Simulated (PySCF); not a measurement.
# C₆H₃F₄+: magnetic properties

Wanted: magnetic properties for C₆H₃F₄+ (`F[c+]1cc1/C=C\C(F)(F)F`).

Programs: PySCF 2.14.0, with routines of our own; each step states its level. All values are computed. Atoms count from 0.

## (1) The system as given

13 atoms, charge 1, multiplicity 1; geometry from: GFN2-xTB.

## (2) Magnetic properties: GIAO B97-2/pcSseg-1

Job settings and geometry (Å):

```
{"job": {"kind": "mag", "xc": "B97-2", "basis": "pcSseg-1", "isotopologues": 0}, "charge": 1, "multiplicity": 1}
F      3.358018    -1.320338     0.715400
C      2.338849    -0.642982     0.409319
C      1.783499     0.542658     0.006545
C      0.954131    -0.566953     0.240657
C     -0.323012    -1.169945     0.278113
C     -1.453054    -0.498252    -0.010634
C     -1.461348     0.970191    -0.399548
F     -2.675101     1.418873    -0.631562
F     -0.906052     1.716206     0.570153
F     -0.712032     1.170465    -1.496427
H      1.885556     1.572168    -0.281027
H     -0.368252    -2.216333     0.557135
H     -2.425590    -0.975272     0.024146
```

Method: GIAO B97-2/pcSseg-1 magnetisability, rotational g tensor and spin-rotation constants, non-relativistic, gas phase.

Started as:

```bash
$ OMP_NUM_THREADS=1 python excited_run.py task.json out
```

This one command runs all jobs of the session in turn.

Standard output:

```text
coarse grid: 12720 points
cycle   1  E = -628.9159344574  dE =  2.300e+00  |g| = 1.015e+00  |ddm| = 3.541e+00
cycle   2  E = -628.7162243629  dE =  1.997e-01  |g| = 1.560e+00  |ddm| = 1.546e+00
cycle   3  E = -629.0931153955  dE = -3.769e-01  |g| = 8.330e-02  |ddm| = 8.949e-01
cycle   4  E = -629.0935822338  dE = -4.668e-04  |g| = 6.116e-02  |ddm| = 1.154e-01
cycle   5  E = -629.0942775020  dE = -6.953e-04  |g| = 1.076e-02  |ddm| = 6.046e-02
cycle   6  E = -629.0942984430  dE = -2.094e-05  |g| = 4.025e-03  |ddm| = 1.289e-02
cycle   7  E = -629.0943020468  dE = -3.604e-06  |g| = 1.151e-03  |ddm| = 4.389e-03
final grid: 129784 points
cycle   8  E = -629.1589620772  dE = -7.069e-05  |g| = 1.474e-02  |ddm| = 4.854e-02
cycle   9  E = -629.1589258794  dE =  3.620e-05  |g| = 2.122e-02  |ddm| = 2.188e-02
cycle  10  E = -629.1589904336  dE = -6.455e-05  |g| = 1.720e-03  |ddm| = 1.472e-02
cycle  11  E = -629.1589910350  dE = -6.014e-07  |g| = 4.114e-04  |ddm| = 1.748e-03
cycle  12  E = -629.1589910670  dE = -3.202e-08  |g| = 1.493e-04  |ddm| = 4.672e-04
cycle  13  E = -629.1589910717  dE = -4.688e-09  |g| = 6.782e-05  |ddm| = 1.571e-04
cycle  14  E = -629.1589910727  dE = -9.909e-10  |g| = 9.066e-06  |ddm| = 5.480e-05
converged SCF energy = -629.1589910727

Magnetisability tensor (1e-30 J/T^2)
     -860.50        7.45       44.49
        7.45     -877.71     -121.53
       44.49     -121.53    -1271.13
isotropic -1003.11   principal values   -1310.12   -857.72   -841.49
isotropic susceptibility -60.409 1e-6 cm^3/mol

Inertial axes            a          b          c
rot. const./GHz      3.5769     0.7012     0.6526
chi total           -51.149    -51.183    -78.894
chi diamagnetic    -403.898  -1554.420  -1689.849
chi paramagnetic    352.749   1503.237   1610.955
quadrupole/D A        9.850      5.785    -15.635
g nuclear            0.5445     0.4866     0.4982
g electronic        -0.5928    -0.4952    -0.4939
g total             -0.0483    -0.0087     0.0043

Spin-rotation constants (kHz, H = +C I.J)
atom  isotope        aa         bb         cc
  0    19F        6.654      1.741     -0.268
  7    19F        3.341      1.055      0.825
  8    19F        5.259      0.897      0.752
  9    19F        5.255      0.891      0.757
 10     1H       -0.342      0.051     -0.086
 11     1H       -0.319      0.043     -0.086
 12     1H       -0.148      0.024     -0.088
  1    13C*       1.743      0.291      0.136
  2    13C*       1.822      0.292      0.066
  3    13C*       1.820      0.308      0.064
  4    13C*       1.071      0.316      0.068
  5    13C*       1.516      0.392      0.104
  6    13C*       1.038      0.218      0.189
* in the singly substituted isotopologue
```

It took 58 s on 1 thread of Intel Xeon at 2.70GHz, shared host; peak memory 0.82 GiB.

In short:

```
              quantity                     value
       magnetisability          -1003·10⁻³⁰ J/T²
  molar susceptibility        -60.4·10⁻⁶ cm³/mol
rotational g (a, b, c)  -0.0483, -0.0087, 0.0043
```

The fields below are evaluated on a grid from the run's orbitals.

Frontier orbitals at B97-2/pcSseg-1, with the share of their density that lies nearest to each atom:

```
orbital  energy (eV)                                  lies on
   HOMO       -13.98           C4, C5 about 33 % each; C2 9 %
   LUMO        -8.48  C3, C5 about 28 % each; C2 16 %; C4 8 %
```

ELF in a plane through or near 11 of the atoms.

Ten even steps from '0' (0.00) to '9' (1.00):
```
0000000000000000000000000000
0000000000000000000000000000
0000000000000000000000000000
0000000000331000000000000000
0000000008998000000000000000
0000000019999100000010000000
0000000028999100000253100000
0000000265156100233787300000
0000210387567201312738500000
0002686514578402744688400000
0002776735653624896155200000
0001688648858667527100000000
0000377304446138289920000000
0000022000028963499990000000
0000000000079991079950000000
0000000000089991002100000000
0000000000028950000000000000
0000000000000000000000000000
0000000000000000000000000000
0000000000000000000000000000
```
The map spans 12.5 Å across and 9.8 Å up, centred on the molecule. Atoms in the plane (x, y in Å): F0 (-3.7, -0.4), C1 (-2.5, 0.0), C2 (-1.6, 1.0), C3 (-1.1, -0.3), C4 (0.0, -1.2), C5 (1.3, -0.9), C6 (1.7, 0.6), F7 (3.0, 0.7), H10 (-1.4, 2.1), H11 (-0.3, -2.3), H12 (2.1, -1.6).

log10 of the density (e/Å³) in the same plane.

Values, 10 rows by 14 columns:
```
-4.0 -4.0 -4.0 -4.0 -4.0 -4.0 -4.0 -4.0 -4.0 -4.0 -4.0 -4.0 -4.0 -4.0
-4.0 -4.0 -4.0 -4.0 -4.0 -3.6 -3.8 -4.0 -4.0 -4.0 -4.0 -4.0 -4.0 -4.0
-4.0 -4.0 -4.0 -3.7 -2.5 -1.3 -1.6 -2.9 -2.6 -3.1 -3.5 -4.0 -4.0 -4.0
-4.0 -4.0 -3.8 -2.4 -1.2  0.2 -0.5 -1.5 -0.9 -1.2 -0.9 -1.7 -3.7 -4.0
-4.0 -3.7 -1.6 -1.1 -0.1  1.0 -0.2 -1.2  0.0  0.3  1.8 -0.6 -2.7 -4.0
-4.0 -2.6 -0.1  1.3  0.8  0.3  0.4 -0.5  0.2 -0.1 -0.5 -1.3 -3.3 -4.0
-4.0 -3.1 -0.9 -0.3 -1.0 -0.6  0.0  0.6  0.3  0.1 -1.5 -3.2 -4.0 -4.0
-4.0 -4.0 -3.1 -2.6 -2.8 -1.9 -0.3 -0.3 -1.2 -0.8 -2.0 -3.7 -4.0 -4.0
-4.0 -4.0 -4.0 -4.0 -4.0 -2.9 -1.7 -1.8 -2.8 -3.0 -3.7 -4.0 -4.0 -4.0
-4.0 -4.0 -4.0 -4.0 -4.0 -4.0 -3.9 -3.9 -4.0 -4.0 -4.0 -4.0 -4.0 -4.0
```
The map spans 12.5 Å across and 9.8 Å up, centred on the molecule. Atoms in the plane (x, y in Å): F0 (-3.7, -0.4), C1 (-2.5, 0.0), C2 (-1.6, 1.0), C3 (-1.1, -0.3), C4 (0.0, -1.2), C5 (1.3, -0.9), C6 (1.7, 0.6), F7 (3.0, 0.7), H10 (-1.4, 2.1), H11 (-0.3, -2.3), H12 (2.1, -1.6).

On the surface of density 0.002 e/bohr³ the electrostatic potential runs, from the 1st to the 99th percentile, from 2.68 V near F7 to 6.30 V near C1.

## (3) Magnetic properties: GIAO wB97X-D/6-311G**

The job, as its differences from that of step 2:

```diff
@@ -1,2 +1,2 @@
-{"job": {"kind": "mag", "xc": "B97-2", "basis": "pcSseg-1", "isotopologues": 0}, "charge": 1, "multiplicity": 1}
+{"job": {"kind": "mag", "xc": "wB97X-D", "basis": "6-311G**", "scf": {"guess": "vsap"}}, "charge": 1, "multiplicity": 1}
 F      3.358018    -1.320338     0.715400
```

Method: GIAO wB97X-D/6-311G** magnetisability, rotational g tensor and spin-rotation constants, non-relativistic, gas phase.

Standard output:

```text
final grid: 129784 points
cycle   1  E = -629.0396967627  dE = -3.129e-01  |g| = 1.257e+00  |ddm| = 2.351e+00
cycle   2  E = -629.0042250192  dE =  3.547e-02  |g| = 1.402e+00  |ddm| = 1.918e+00
cycle   3  E = -629.3773937540  dE = -3.732e-01  |g| = 2.021e-01  |ddm| = 1.075e+00
cycle   4  E = -629.3829079149  dE = -5.514e-03  |g| = 3.528e-02  |ddm| = 1.452e-01
cycle   5  E = -629.3831218000  dE = -2.139e-04  |g| = 2.042e-02  |ddm| = 4.159e-02
cycle   6  E = -629.3832102562  dE = -8.846e-05  |g| = 3.419e-03  |ddm| = 1.516e-02
cycle   7  E = -629.3832144202  dE = -4.164e-06  |g| = 1.819e-03  |ddm| = 4.181e-03
cycle   8  E = -629.3832154497  dE = -1.029e-06  |g| = 4.389e-04  |ddm| = 2.420e-03
cycle   9  E = -629.3832155412  dE = -9.148e-08  |g| = 1.917e-04  |ddm| = 7.977e-04
cycle  10  E = -629.3832155530  dE = -1.186e-08  |g| = 6.518e-05  |ddm| = 2.407e-04
cycle  11  E = -629.3832155544  dE = -1.374e-09  |g| = 2.510e-05  |ddm| = 9.877e-05
cycle  12  E = -629.3832155545  dE = -1.526e-10  |g| = 1.266e-05  |ddm| = 3.078e-05
converged SCF energy = -629.3832155545

Magnetisability tensor (1e-30 J/T^2)
     -851.70       10.03       45.39
       10.03     -873.82     -124.20
       45.39     -124.20    -1276.96
isotropic -1000.83   principal values   -1316.78   -847.86   -837.84
isotropic susceptibility -60.271 1e-6 cm^3/mol

Inertial axes            a          b          c
rot. const./GHz      3.5769     0.7012     0.6526
chi total           -50.775    -50.743    -79.296
chi diamagnetic    -403.125  -1553.692  -1688.997
chi paramagnetic    352.350   1502.949   1609.701
quadrupole/D A        9.870      5.881    -15.751
g nuclear            0.5445     0.4866     0.4982
g electronic        -0.5921    -0.4951    -0.4935
g total             -0.0476    -0.0086     0.0047

Spin-rotation constants (kHz, H = +C I.J)
atom  isotope        aa         bb         cc
  0    19F        6.464      1.682     -0.288
  7    19F        3.231      1.036      0.797
  8    19F        5.146      0.900      0.734
  9    19F        5.141      0.894      0.739
 10     1H       -0.349      0.051     -0.087
 11     1H       -0.330      0.043     -0.088
 12     1H       -0.153      0.024     -0.090
  1    13C*       1.746      0.291      0.130
  2    13C*       1.830      0.291      0.061
  3    13C*       1.842      0.310      0.060
  4    13C*       1.040      0.318      0.064
  5    13C*       1.492      0.396      0.101
  6    13C*       1.010      0.212      0.184
* in the singly substituted isotopologue
```

Run time: 80 s. Hardware: 1 thread of Intel Xeon at 2.70GHz, shared host; peak memory 1 GiB.

Key values:

```
              quantity                     value
       magnetisability          -1001·10⁻³⁰ J/T²
  molar susceptibility        -60.3·10⁻⁶ cm³/mol
rotational g (a, b, c)  -0.0476, -0.0086, 0.0047
```

## (4) The levels compared

```
                level  ξ (10⁻³⁰ J/T²)     g(a)     g(b)  gap (eV)  functions  time
  GIAO B97-2/pcSseg-1           -1003  -0.0483  -0.0087      5.49        185  58 s
GIAO wB97X-D/6-311G**           -1001  -0.0476  -0.0086      9.36        198  80 s
```

## (5) What came out

| quantity | value |
| --- | --- |
| magnetisability (step 2, GIAO B97-2/pcSseg-1) | -1003·10⁻³⁰ J/T² |
| molar susceptibility (step 2, GIAO B97-2/pcSseg-1) | -60.4·10⁻⁶ cm³/mol |
| rotational g (a, b, c) (step 2, GIAO B97-2/pcSseg-1) | -0.0483, -0.0087, 0.0043 |
| magnetisability over the levels | -1003 to -1001·10⁻³⁰ J/T² |

In words: For an ion, the motion of the centre of mass in the field is left out. At B97-2/pcSseg-1, counted by nearest atom on the grid, the HOMO lies on C4, C5 about 33 % each; C2 9 %, the LUMO on C3, C5 about 28 % each; C2 16 %. The magnetisability spreads by 0.2 % over 2 levels, from GIAO B97-2/pcSseg-1 (58 s) to GIAO wB97X-D/6-311G** (80 s); the runs took 58 s to 80 s. Two levels can agree by chance, so this spread shows no convergence. Vibrational averaging and real surroundings are missing from these values.
